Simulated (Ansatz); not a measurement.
# GaMo17S36: the cost of one run

Program: Ansatz 0.2.0. Level of theory: DFT, PBE, plane-wave PAW, default files, scalar-relativistic, as far as a step names no other. These are calculated values, not measurements.

## 1. The starting structure

The structure is hexagonal, space group P-6m2 (No. 187). The conventional cell has a = 9.507 Å, b = 9.507 Å, c = 12.324 Å, α = 90.00°, β = 90.00°, γ = 120.00°. Ga (site symmetry -6m2) is surrounded by 6 S at 2.41 Å. Around Mo (site symmetry m) lie 6 S at 2.41 Å. Mo (site symmetry -6m2) is surrounded by 6 S at 2.41 Å. Mo (site symmetry mm2) has 6 S at 2.41 Å as nearest neighbours. S (site symmetry 3m) has 3 Mo at 2.41 Å as nearest neighbours. Only part of the 14 independent sites is listed.

As a file:

```
CELL_PARAMETERS angstrom
9.50700 0.00000 0.00000
-4.75350 8.23330 0.00000
0.00000 0.00000 12.32400
ATOMIC_POSITIONS crystal
Ga 0.11111 0.22222 0.25000
Mo 0.11111 0.55556 0.25000
Mo 0.11111 0.88889 0.25000
Mo 0.44444 0.22222 0.25000
Mo 0.44444 0.55556 0.25000
Mo 0.44444 0.88889 0.25000
Mo 0.77778 0.22222 0.25000
Mo 0.77778 0.55556 0.25000
Mo 0.77778 0.88889 0.25000
Mo 0.22222 0.11111 0.75000
Mo 0.22222 0.44444 0.75000
Mo 0.22222 0.77778 0.75000
Mo 0.55556 0.11111 0.75000
Mo 0.55556 0.44444 0.75000
Mo 0.55556 0.77778 0.75000
Mo 0.88889 0.11111 0.75000
Mo 0.88889 0.44444 0.75000
Mo 0.88889 0.77778 0.75000
S 0.11111 0.22222 0.62300
S 0.11111 0.55556 0.62300
S 0.11111 0.88889 0.62300
S 0.44444 0.22222 0.62300
S 0.44444 0.55556 0.62300
S 0.44444 0.88889 0.62300
S 0.77778 0.22222 0.62300
S 0.77778 0.55556 0.62300
S 0.77778 0.88889 0.62300
S 0.22222 0.11111 0.12300
S 0.22222 0.44444 0.12300
S 0.22222 0.77778 0.12300
S 0.55556 0.11111 0.12300
S 0.55556 0.44444 0.12300
S 0.55556 0.77778 0.12300
S 0.88889 0.11111 0.12300
S 0.88889 0.44444 0.12300
S 0.88889 0.77778 0.12300
S 0.11111 0.22222 0.87700
S 0.11111 0.55556 0.87700
S 0.11111 0.88889 0.87700
S 0.44444 0.22222 0.87700
S 0.44444 0.55556 0.87700
S 0.44444 0.88889 0.87700
S 0.77778 0.22222 0.87700
S 0.77778 0.55556 0.87700
S 0.77778 0.88889 0.87700
S 0.22222 0.11111 0.37700
S 0.22222 0.44444 0.37700
S 0.22222 0.77778 0.37700
S 0.55556 0.11111 0.37700
S 0.55556 0.44444 0.37700
S 0.55556 0.77778 0.37700
S 0.88889 0.11111 0.37700
S 0.88889 0.44444 0.37700
S 0.88889 0.77778 0.37700
```

Atom 1 of the input is the impurity.

## 2. First run, atoms as given

The input, input.yaml:

```yaml
crystal:
  lattice:
    - [9.507, 0.0, 0.0]
    - [-4.7535, 8.2333035138, 0.0]
    - [0.0, 0.0, 12.324]
  atoms:
    - { symbol: Ga, position: [0.1111111111, 0.2222222222, 0.25] }
    - { symbol: Mo, position: [0.1111111111, 0.5555555556, 0.25] }
    - { symbol: Mo, position: [0.1111111111, 0.8888888889, 0.25] }
    - { symbol: Mo, position: [0.4444444444, 0.2222222222, 0.25] }
    - { symbol: Mo, position: [0.4444444444, 0.5555555556, 0.25] }
    - { symbol: Mo, position: [0.4444444444, 0.8888888889, 0.25] }
    - { symbol: Mo, position: [0.7777777778, 0.2222222222, 0.25] }
    - { symbol: Mo, position: [0.7777777778, 0.5555555556, 0.25] }
    - { symbol: Mo, position: [0.7777777778, 0.8888888889, 0.25] }
    - { symbol: Mo, position: [0.2222222222, 0.1111111111, 0.75] }
    - { symbol: Mo, position: [0.2222222222, 0.4444444444, 0.75] }
    - { symbol: Mo, position: [0.2222222222, 0.7777777778, 0.75] }
    - { symbol: Mo, position: [0.5555555556, 0.1111111111, 0.75] }
    - { symbol: Mo, position: [0.5555555556, 0.4444444444, 0.75] }
    - { symbol: Mo, position: [0.5555555556, 0.7777777778, 0.75] }
    - { symbol: Mo, position: [0.8888888889, 0.1111111111, 0.75] }
    - { symbol: Mo, position: [0.8888888889, 0.4444444444, 0.75] }
    - { symbol: Mo, position: [0.8888888889, 0.7777777778, 0.75] }
    - { symbol: S, position: [0.1111111111, 0.2222222222, 0.623] }
    - { symbol: S, position: [0.1111111111, 0.5555555556, 0.623] }
    - { symbol: S, position: [0.1111111111, 0.8888888889, 0.623] }
    - { symbol: S, position: [0.4444444444, 0.2222222222, 0.623] }
    - { symbol: S, position: [0.4444444444, 0.5555555556, 0.623] }
    - { symbol: S, position: [0.4444444444, 0.8888888889, 0.623] }
    - { symbol: S, position: [0.7777777778, 0.2222222222, 0.623] }
    - { symbol: S, position: [0.7777777778, 0.5555555556, 0.623] }
    - { symbol: S, position: [0.7777777778, 0.8888888889, 0.623] }
    - { symbol: S, position: [0.2222222222, 0.1111111111, 0.123] }
    - { symbol: S, position: [0.2222222222, 0.4444444444, 0.123] }
    - { symbol: S, position: [0.2222222222, 0.7777777778, 0.123] }
    - { symbol: S, position: [0.5555555556, 0.1111111111, 0.123] }
    - { symbol: S, position: [0.5555555556, 0.4444444444, 0.123] }
    - { symbol: S, position: [0.5555555556, 0.7777777778, 0.123] }
    - { symbol: S, position: [0.8888888889, 0.1111111111, 0.123] }
    - { symbol: S, position: [0.8888888889, 0.4444444444, 0.123] }
    - { symbol: S, position: [0.8888888889, 0.7777777778, 0.123] }
    - { symbol: S, position: [0.1111111111, 0.2222222222, 0.877] }
    - { symbol: S, position: [0.1111111111, 0.5555555556, 0.877] }
    - { symbol: S, position: [0.1111111111, 0.8888888889, 0.877] }
    - { symbol: S, position: [0.4444444444, 0.2222222222, 0.877] }
    - { symbol: S, position: [0.4444444444, 0.5555555556, 0.877] }
    - { symbol: S, position: [0.4444444444, 0.8888888889, 0.877] }
    - { symbol: S, position: [0.7777777778, 0.2222222222, 0.877] }
    - { symbol: S, position: [0.7777777778, 0.5555555556, 0.877] }
    - { symbol: S, position: [0.7777777778, 0.8888888889, 0.877] }
    - { symbol: S, position: [0.2222222222, 0.1111111111, 0.377] }
    - { symbol: S, position: [0.2222222222, 0.4444444444, 0.377] }
    - { symbol: S, position: [0.2222222222, 0.7777777778, 0.377] }
    - { symbol: S, position: [0.5555555556, 0.1111111111, 0.377] }
    - { symbol: S, position: [0.5555555556, 0.4444444444, 0.377] }
    - { symbol: S, position: [0.5555555556, 0.7777777778, 0.377] }
    - { symbol: S, position: [0.8888888889, 0.1111111111, 0.377] }
    - { symbol: S, position: [0.8888888889, 0.4444444444, 0.377] }
    - { symbol: S, position: [0.8888888889, 0.7777777778, 0.377] }
total_charge: -1
kpoints:
  mp_grid: { grid: [3, 3, 2] }
scf:
  occupations: { method: fermi_dirac, width: 0.01 }
hamiltonian:
  xc: pbe
  pseudopotentials: { kind: paw }
output:
  forces: true
  stress: true
  populations: true
  efg:
    quadrupole_moments_barn: { Ga: 0.107, Mo: -0.022, S: -0.0694 }
    contact_densities: true
```

The run is started by

```
$ ansatz run input.yaml --threads 4 --pin off --max-ram 8192MiB --backend cpu --events-out ev --progress --plain --runs-dir out
```

What time and memory should one allow on 4 threads of Intel Xeon Platinum 8259CL at 2.50GHz (Skylake/Cascade Lake), shared host?

About 1.8 min, with a peak of 5.3 GiB.
